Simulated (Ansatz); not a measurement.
# KBr: basis-set convergence

One table from this session's results is given with a row withheld; the runs are named, their logs left out.

Program: Ansatz 0.2.0, Gaussian basis. Level of theory: one geometry, several basis sets. These are calculated values, not measurements.

The runs, in order: PBE0-D4/def2-SVP; ωB97M-V/def2-SVP; PBE0-D4/def2-QZVPP; ωB97M-V/def2-QZVPP; the functionals' def2-TZVPP values are taken from earlier runs.

## Structure used throughout

The geometry comes from an earlier relaxation with PBE0-D4 in a triple-zeta def2 set; it is a stationary point.

SMILES `[K][Br]`, 2 atoms, charge 0, spin multiplicity 1.

Atoms are counted from 1 here; the program's logs count them from 0.

Bond lengths: K1–Br2 2.848 Å.

Set-up of the first run:

in.yaml reads:

```yaml
crystal:
  periodic: [false, false, false]
  atoms:
    - {symbol: K, position_ang: [1.227004, -0.459719, 0.613359]}
    - {symbol: Br, position_ang: [-1.197504, 0.399519, -0.609259]}
basis:
  gaussian: {orbitals: def2-SVP}
hamiltonian: {xc: pbe0, dispersion: d4}
output: {orbitals: {seedname: orbitals}}
```

Among the steps run: PBE0-D4 in def2-SVP; ωB97M-V in def2-SVP; PBE0-D4 in def2-QZVPP; ωB97M-V in def2-QZVPP.

One of the session's tables, all rows but one given; the rest of the session is left out.

It belongs to the step «Density functionals: the series». 

| functional | basis | HOMO (eV) | LUMO (eV) |
| --- | --- | --- | --- |
| PBE0-D4 | def2-SVP | -5.45 | -1.44 |
| PBE0-D4 | def2-TZVPP | -5.77 | -1.40 |
| PBE0-D4 | def2-QZVPP | -5.82 | -1.40 |
| ωB97M-V | def2-SVP | -7.61 | -0.86 |
| ωB97M-V | def2-TZVPP | -7.96 | -0.86 |
| ωB97M-V | def2-QZVPP | ? | ? |

Q: Estimate the row for ωB97M-V, def2-QZVPP from the others.

The run gave: HOMO (eV): -8.02; LUMO (eV): -0.90. In the column «HOMO (eV)» it is the lowest.
